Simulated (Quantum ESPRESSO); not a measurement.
A run of Quantum ESPRESSO 7.5 is set up as follows.

The input scf.in:

```
&CONTROL
  calculation = 'scf'
  prefix = 'pwscf'
  outdir = './tmp'
  pseudo_dir = './pseudo'
/
&SYSTEM
  ibrav = 0
  nat = 2
  ntyp = 2
  ecutwfc = 74
  nbnd = 16
  occupations = 'smearing'
  smearing = 'fd'
  degauss = 0.00367493
  force_symmorphic = .true.
/
&ELECTRONS
  conv_thr = 4d-10
  electron_maxstep = 120
  mixing_beta = 0.5
/
ATOMIC_SPECIES
W    183.8400 W.upf
S     32.0600 S.upf
CELL_PARAMETERS angstrom
   3.4448484800    0.0000000000    0.0000000000
   0.0000000000    3.4448484800    0.0000000000
   0.0000000000    0.0000000000    3.4448484800
ATOMIC_POSITIONS crystal
W      0.5000000000    0.5000000000    0.5000000000
S      0.0000000000    0.0000000000    0.0000000000
K_POINTS automatic
18 18 18 0 0 0
```

The input nscf.in:

```
&CONTROL
  calculation = 'nscf'
  prefix = 'pwscf'
  outdir = './tmp'
  pseudo_dir = './pseudo'
/
&SYSTEM
  ibrav = 0
  nat = 2
  ntyp = 2
  ecutwfc = 74
  nbnd = 35
  occupations = 'smearing'
  smearing = 'fd'
  degauss = 0.00367493
  force_symmorphic = .true.
/
&ELECTRONS
  conv_thr = 1d-08
  diago_full_acc = .true.
  diago_thr_init = 1d-06
/
ATOMIC_SPECIES
W    183.8400 W.upf
S     32.0600 S.upf
CELL_PARAMETERS angstrom
   3.4448484800    0.0000000000    0.0000000000
   0.0000000000    3.4448484800    0.0000000000
   0.0000000000    0.0000000000    3.4448484800
ATOMIC_POSITIONS crystal
W      0.5000000000    0.5000000000    0.5000000000
S      0.0000000000    0.0000000000    0.0000000000
K_POINTS automatic
18 18 18 0 0 0
```

Potentials or basis: PseudoDojo 0.4.1 SR PBE standard.

Launch:

```bash
$ OMP_NUM_THREADS=1 pw.x -in scf.in > scf.out
$ OMP_NUM_THREADS=1 pw.x -in nscf.in > nscf.out
```

(1) Estimate the band gap on the k mesh, mean-field level.

## Answers

(1) none (metal or under the smearing width).
